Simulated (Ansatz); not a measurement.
# doublet CH4ClGa+: levels of theory compared

Aim: a comparison of 6 runs (UHF/3-21G, U-wB97M-V/def2-SVP, UB2PLYP/def2-SVP, UB3LYP/def2-SVP, UBHLYP/def2-SVP, RPA@PBE0/def2-SVP) of doublet CH4ClGa+. 

The results are computed with Ansatz 0.2.0.

62 further runs of the same task are left out: 62 set aside as unsound or not needed. Runs told in other sessions of the task aren't counted.

## Step 1: The structure to begin with

CH4ClGa+ has 7 atoms, charge +1, and is taken as a doublet. SMILES of the parent species: `[CH3][GaH][Cl]`. The shape is that of a PBE0-D4/def2-TZVP optimisation. That shape belongs to the parent species and isn't relaxed for this state.

Bond lengths: C1–Ga2 1.952 Å, Ga2–Cl3 2.160 Å, C1–H4 1.093 Å, C1–H5 1.089 Å, C1–H6 1.093 Å, Ga2–H7 1.560 Å. Angles: C1–Ga2–Cl3 116.2°, C1–Ga2–H7 130.1°, Cl3–Ga2–H7 113.7°, Ga2–C1–H4 110.2°, Ga2–C1–H5 110.9°, Ga2–C1–H6 109.9°, H4–C1–H5 109.3°, H4–C1–H6 107.4°, H5–C1–H6 109.1°.

## Step 2: A single-point energy at UHF/3-21G (run 1)

The input, run.yaml:

```yaml
crystal:
  periodic: [false, false, false]
  atoms:
    - symbol: C
      position_ang: [-0.730500, 0.588300, -0.200700]
    - symbol: Ga
      position_ang: [0.846300, -0.538100, 0.035700]
    - symbol: Cl
      position_ang: [0.865000, -1.794800, 1.792800]
    - symbol: H
      position_ang: [-0.435900, 1.637200, -0.283800]
    - symbol: H
      position_ang: [-1.418300, 0.473600, 0.636300]
    - symbol: H
      position_ang: [-1.245900, 0.318700, -1.126000]
    - symbol: H
      position_ang: [2.119300, -0.684800, -0.854300]
basis:
  gaussian: {orbitals: 3-21G-spherical.json}
total_charge: 1
magnetization: {spin_polarized: true, initial_magnetization: 1}
hamiltonian: {xc: hf}
accuracy: high
output: {orbitals: {seedname: orbitals}}
```

The basis set 3-21G is read from a file made from the Basis Set Exchange's data (not shown).

Started as:

```sh
$ ansatz run run.yaml --threads 1 --pin off --max-ram 3480MiB --events-out events.jsonl --progress --plain --runs-dir runs
```

Output:

```text
Warning: RAYON_NUM_THREADS=1 ignored (pool sized by the plan → 1); use --threads N
Functional definition: HF
  name "HF"
  exchange = exact_x
  correlation = 0
1029 factors; integrals over basis functions are off by at most 9.0e-9 eV
mean field evaluation 1: about -65597.5320 eV, gradient 2.2e1 eV
mean field evaluation 2: about -65597.6426 eV, gradient 2.2e1 eV
mean field evaluation 4: about -65601.1168 eV, gradient 2.0e0 eV
mean field evaluation 8: about -65601.2534 eV, gradient 5.2e-1 eV
mean field evaluation 16: about -65601.3046 eV, gradient 3.0e-5 eV
mean field evaluation 32: about -65601.1954 eV, gradient 6.5e-1 eV
mean field evaluation 64: about -65601.2518 eV, gradient 5.6e-1 eV
mean field evaluation 96: about -65601.3890 eV, gradient 1.3e-7 eV
mean field evaluation 128: about -65600.3930 eV, gradient 2.0e0 eV
mean field evaluation 160: about -65601.1445 eV, gradient 2.1e0 eV
mean field evaluation 192: about -65601.2716 eV, gradient 3.9e-1 eV
mean field evaluation 224: about -65601.3873 eV, gradient 2.1e-1 eV
mean field evaluation 256: about -65601.2648 eV, gradient 4.5e-1 eV
mean field evaluation 288: about -65600.3155 eV, gradient 4.6e-1 eV
mean field -65601.38900877 eV, -2410.8065798539 hartree, gradient 2.1e-8 eV, S^2 0.758210; 4 other end points of the search recorded, 0 dependent functions left out
reference -65601.38900877 eV, -2410.8065798539 hartree; 29, 28 occupied and 23, 24 virtual orbitals, 1029 factors
Total energy: -65601.38900877 eV, -2410.8065798539 hartree
```

Wall time 3.6 s (1 thread of Intel Xeon 6975P-C (Granite Rapids), shared host); peak memory 0.18 GiB.

## Step 3: The energy at U-wB97M-V/def2-SVP (run 2)

The input, run.yaml:

```yaml
crystal:
  periodic: [false, false, false]
  atoms:
    - {symbol: C, position_ang: [-0.730500, 0.588300, -0.200700]}
    - {symbol: Ga, position_ang: [0.846300, -0.538100, 0.035700]}
    - {symbol: Cl, position_ang: [0.865000, -1.794800, 1.792800]}
    - {symbol: H, position_ang: [-0.435900, 1.637200, -0.283800]}
    - {symbol: H, position_ang: [-1.418300, 0.473600, 0.636300]}
    - {symbol: H, position_ang: [-1.245900, 0.318700, -1.126000]}
    - {symbol: H, position_ang: [2.119300, -0.684800, -0.854300]}
basis:
  gaussian: {orbitals: def2-SVP}
total_charge: 1
magnetization: {spin_polarized: true, initial_magnetization: 1}
hamiltonian: {xc: {name: wB97M-V}}
accuracy: high
output: {orbitals: {seedname: orbitals}}
```

Started as:

```sh
$ ansatz run run.yaml --threads 1 --pin off --max-ram 3480MiB --events-out events.jsonl --progress --plain --runs-dir runs
```

Output:

```text
Warning: RAYON_NUM_THREADS=1 ignored (pool sized by the plan → 1); use --threads N
Functional definition: wB97M-V
  name "wB97M-V"
  parameter omega = 0.3/bohr
  parameter cx = 0.15
  parameter cx01 = 1.007
  parameter cx10 = 0.259
  parameter css00 = 0.443
  parameter css04 = -1.437
  parameter css10 = -4.535
  parameter css20 = -3.390
  parameter css43 = 4.278
  parameter cos00 = 1.000
  parameter cos10 = 1.358
  parameter cos20 = 2.924
  parameter cos21 = -8.812
  parameter cos60 = -1.390
  parameter cos61 = 9.142
  parameter b = 6.0
  parameter c = 0.01
  gx(w, u) = 1 - cx + cx01*u + cx10*w
  gss(w, u) = css00 + css04*u^4 + css10*w + css20*w^2 + css43*w^4*u^3
  gos(w, u) = cos00 + cos10*w + (cos20 + cos21*u)*w^2 + (cos60 + cos61*u)*w^6
  exchange = spin_sum(e_x_unif_sr(omega)*gx(b97_w, b97_u_x)) + cx*exact_x_sr(omega) + exact_x_lr(omega)
  correlation = spin_sum(e_c_pw_mod_same_spin*gss(b97_w, b97_u_same))
      + integral(e_c_pw_mod_opposite_spin*gos(b97_w_opposite, b97_u_opposite)) + vv10(b, c)
1769 factors; integrals over basis functions are off by at most 8.8e-9 eV
348 factors; integrals over basis functions are off by at most 2.2e-9 eV
mean field evaluation 1: about -65971.1646 eV, gradient 3.6e1 eV
mean field evaluation 2: about -65973.1484 eV, gradient 3.3e1 eV
mean field evaluation 4: about -65978.1215 eV, gradient 1.8e0 eV
mean field evaluation 8: about -65978.2410 eV, gradient 5.6e-1 eV
mean field evaluation 16: about -65978.2697 eV, gradient 2.0e-2 eV
mean field evaluation 32: about -65978.2697 eV, gradient 3.2e-6 eV
mean field -65978.26974190 eV, -2424.6566913374 hartree, gradient 5.9e-8 eV, S^2 0.760639; 6 other end points of the search recorded, 0 dependent functions left out
reference -65978.26974625 eV, -2424.6566914970 hartree; 29, 28 occupied and 55, 56 virtual orbitals, 1769 factors
Total energy: -65978.26974625 eV, -2424.6566914970 hartree
```

Wall time 64 s (1 thread of Intel Xeon 6975P-C (Granite Rapids), shared host); peak memory 1 GiB.

Runs 3 to 5 aren't shown in full; the table further down has their settings and results.

## Step 4: A single-point energy at RPA@PBE0/def2-SVP (run 6)

The input, input.yaml:

```yaml
basis:
  gaussian:
    orbitals: def2-SVP
crystal:
  periodic: [false, false, false]
  atoms:
    - symbol: C
      position_ang: [-0.730500, 0.588300, -0.200700]
    - symbol: Ga
      position_ang: [0.846300, -0.538100, 0.035700]
    - symbol: Cl
      position_ang: [0.865000, -1.794800, 1.792800]
    - symbol: H
      position_ang: [-0.435900, 1.637200, -0.283800]
    - symbol: H
      position_ang: [-1.418300, 0.473600, 0.636300]
    - symbol: H
      position_ang: [-1.245900, 0.318700, -1.126000]
    - symbol: H
      position_ang: [2.119300, -0.684800, -0.854300]
magnetization:
  spin_polarized: true
  initial_magnetization: 1
total_charge: 1
hamiltonian:
  xc: {name: PBE0}
accuracy: high
correlation:
  method: rpa
  frozen_orbitals: {C: 1, Cl: 5, Ga: 9, H: 0}
```

Started as:

```sh
$ ansatz run input.yaml --threads 1 --pin off --max-ram 3480MiB --events-out events.jsonl --progress --plain --runs-dir runs
```

Output:

```text
Warning: RAYON_NUM_THREADS=1 ignored (pool sized by the plan → 1); use --threads N
Functional definition: PBE0
  name "PBE0"
  parameter a = 0.25
  parameter kappa = 0.804
  parameter beta = 0.06672455060314922
  exchange = (1 - a)*pbe_x(kappa = kappa, mu = beta*pi^2/3) + a*exact_x
  correlation = pbe_c(beta = beta)
1769 factors; integrals over basis functions are off by at most 8.8e-9 eV
mean field evaluation 1: about -65959.5754 eV, gradient 4.5e1 eV
mean field evaluation 2: about -65959.7002 eV, gradient 4.5e1 eV
mean field evaluation 4: about -65969.1917 eV, gradient 1.2e1 eV
mean field evaluation 8: about -65970.3858 eV, gradient 5.9e-1 eV
mean field evaluation 16: about -65970.4039 eV, gradient 3.3e-3 eV
mean field evaluation 32: about -65970.4039 eV, gradient 7.6e-8 eV
mean field evaluation 64: about -65969.2267 eV, gradient 4.3e0 eV
mean field -65970.40389845 eV, -2424.3676269221 hartree, gradient 7.6e-8 eV, S^2 0.759598; 4 other end points of the search recorded, 0 dependent functions left out
15 core orbitals not correlated: weight in the atoms' cores, before any rotation towards them, 1.000 or more for the frozen orbitals, at most 0.000 for the correlated occupied ones
reference -65911.00415070 eV, -2422.1847264548 hartree; 14, 13 occupied and 55, 56 virtual orbitals, 1769 factors
Total energy: -65930.33558814 eV, -2422.8951436777 hartree
```

Run time: 14 s. Hardware: 1 thread of Intel Xeon 6975P-C (Granite Rapids), shared host; peak memory 0.59 GiB.

## Step 5: Overview of the runs

```csv
run,level,frozen core orbitals,energy (Eh),HOMO energy (eV),LUMO energy (eV),⟨S²⟩,wall time
1,UHF/3-21G,–,-2410.806580,-16.73,-8.97,0.758,3.6 s
2,U-wB97M-V/def2-SVP,–,-2424.656691,-16.85,-10.78,0.761,64 s
3,UB2PLYP/def2-SVP,15,-2424.252168,-15.39,-11.31,0.772,13 s
4,UB3LYP/def2-SVP,–,-2424.891132,-14.79,-12.55,0.758,7.5 s
5,UBHLYP/def2-SVP,–,-2424.763019,-15.55,-11.65,0.769,9.9 s
6,RPA@PBE0/def2-SVP,15,-2422.895144,–,–,0.760,14 s
```

## Step 6: What came out

| quantity | value |
| --- | --- |
| run 6: total energy | -2422.89514 Eh |
| run 6: RPA correlation energy (valence) | -710.4 mEh |
| run 6: ⟨S²⟩ of the reference determinant | 0.760 |

What this shows: Totals of different functionals can't be ranked against each other. All runs together took 1.9 min, the longest 64 s.
